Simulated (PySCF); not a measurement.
# UMP2/aug-cc-pVDZ run of C3H7B− (SMILES [BH2-]C1CC1)

Aim: the vertical ionisation energy of C3H7B− at UMP2/aug-cc-pVDZ, from 2 runs. The job is set up through a Python script.

The results are computed with PySCF 2.14.0.

4 further runs of the same task are left out: 4 set aside as unsound or not needed.

## 1. The structure to begin with

C3H7B− has 11 atoms, charge -1, and is taken as a doublet. As SMILES, `[BH2-]C1CC1`. The coordinates come from a GFN2-xTB relaxation.

Bond lengths: B1–C2 1.619 Å, C2–C3 1.507 Å, C2–C4 1.508 Å, C3–C4 1.500 Å, B1–H5 1.235 Å, B1–H6 1.235 Å, C2–H7 1.109 Å, C3–H8 1.084 Å, C3–H9 1.090 Å, C4–H10 1.090 Å, C4–H11 1.084 Å. Some angles: B1–C2–C3 122.2°, B1–C2–C4 122.2°, C3–C2–C4 59.7°, C2–C3–C4 60.2°, C2–C4–C3 60.1°, B1–C2–H7 118.1°, C3–C2–H7 110.7°, C4–C2–H7 110.7°, C2–B1–H5 113.1°, C2–B1–H6 113.1°.

## 2. The energy at UMP2/aug-cc-pVDZ

The input, start.xyz:

```xyz
11

B     -1.317610     0.987650    -0.481860
C      0.124750     0.465290     0.034410
C      0.271920    -0.757780     0.902750
C      0.769830    -0.783240    -0.511910
H     -1.256510     1.596870    -1.554800
H     -1.948850     1.603500     0.383250
H      0.893180     1.223240     0.290210
H     -0.614830    -1.336670     1.135160
H      1.013320    -0.788540     1.701170
H      1.847410    -0.831310    -0.668550
H      0.217390    -1.379020    -1.229820
```

The input, input.py:

```python
from pyscf import gto, scf, mp

mol = gto.M(
    atom='start.xyz',
    basis='aug-cc-pvdz',
    verbose=4,
    max_memory=1860,
    spin=1,
    charge=-1,
)

calc0 = scf.UHF(mol)
calc0.conv_tol = 1e-10
calc0.kernel()
if not calc0.converged:
    calc0 = calc0.newton().run(calc0.mo_coeff, calc0.mo_occ)

pt = mp.MP2(calc0).run()
e_final = pt.e_tot
print('Final energy', e_final)
```

The run is started by

```bash
$ OMP_NUM_THREADS=1 python input.py
```

Standard output:

```text
PySCF version 2.14.0

[... 107 lines left out ...]
converged SCF energy = -142.278606359568  <S^2> = 0.75582218  2S+1 = 2.0058137
[... 1 line left out ...]
******** <class 'pyscf.mp.ump2.UMP2'> ********
nocc = (np.int64(16), np.int64(15)), nmo = (155, 155)
E(UMP2) = -142.832638807193  E_corr = -0.554032447625311
E(SCS-UMP2) = -142.82951011059  E_corr = -0.550903751022546
E_corr(same-spin) = -0.131463676301338
E_corr(oppo-spin) = -0.422568771323972
Final energy -142.83263880719315
```

Wall time 43 s (1 thread of Arm Neoverse V1, shared host); peak memory 1.3 GiB.

## 3. Singlet neutral C3H7B, same level

The input, calc.py:

```python
from pyscf import gto, mp

mol = gto.M(
    atom='''
B       -1.317610       0.987650      -0.481860
C        0.124750       0.465290       0.034410
C        0.271920      -0.757780       0.902750
C        0.769830      -0.783240      -0.511910
H       -1.256510       1.596870      -1.554800
H       -1.948850       1.603500       0.383250
H        0.893180       1.223240       0.290210
H       -0.614830      -1.336670       1.135160
H        1.013320      -0.788540       1.701170
H        1.847410      -0.831310      -0.668550
H        0.217390      -1.379020      -1.229820
''',
    verbose=3,
    max_memory=1860,
    basis='aug-cc-pvdz',
)

hf = mol.RHF()
hf.conv_tol = 1e-10
hf.kernel()
if not hf.converged:
    hf = hf.newton().run(hf.mo_coeff, hf.mo_occ)

pt = mp.MP2(hf).run()
e_final = pt.e_tot
print('Final energy', e_final)
```

The run is started by

```bash
$ OMP_NUM_THREADS=1 python calc.py
```

Standard output:

```text
converged SCF energy = -142.285917629343
E(RMP2) = -142.816720380125  E_corr = -0.530802750782745
E(SCS-RMP2) = -142.818658040465  E_corr = -0.532740411122039
Final energy -142.8167203801254
```

Run time: 11 s. Hardware: 1 thread of Arm Neoverse V1, shared host; peak memory 0.89 GiB.

## 4. Summary of results

Level: UMP2/aug-cc-pVDZ.

| quantity | value |
| --- | --- |
| doublet C3H7B−: total energy | -142.83264 Eh |
| doublet C3H7B−: HOMO energy (Hartree–Fock orbitals) (highest over α and β) | -0.72 eV |
| doublet C3H7B−: LUMO energy (Hartree–Fock orbitals) (lowest over α and β) | 3.68 eV |
| doublet C3H7B−: correlation energy | -554.0 mEh |
| doublet C3H7B−: ⟨S²⟩ of the reference determinant | 0.756 |
| singlet neutral C3H7B: total energy | -142.81672 Eh |
| singlet neutral C3H7B: dipole moment (Hartree–Fock density) | 0.66 D |
| singlet neutral C3H7B: HOMO energy (Hartree–Fock orbitals) | -10.83 eV |
| singlet neutral C3H7B: LUMO energy (Hartree–Fock orbitals) | 0.67 eV |
| singlet neutral C3H7B: HOMO–LUMO gap (Hartree–Fock orbitals) | 11.50 eV |
| singlet neutral C3H7B: correlation energy | -530.8 mEh |
| vertical detachment energy (to the singlet neutral) | 0.433 eV |

In words: Removing an electron at fixed nuclei costs 0.43 eV (10.0 kcal/mol). Only the singlet of the ionised species was computed; a triplet could lie lower. Mulliken charges (doublet C3H7B−) of the mean-field density run from -1.29 on B1 to +0.69 on C4; in a basis this large or diffuse they mean little. Mulliken charges (singlet neutral C3H7B) of the mean-field density run from -0.56 on B1 to +0.70 on C4; in a basis this large or diffuse they mean little.
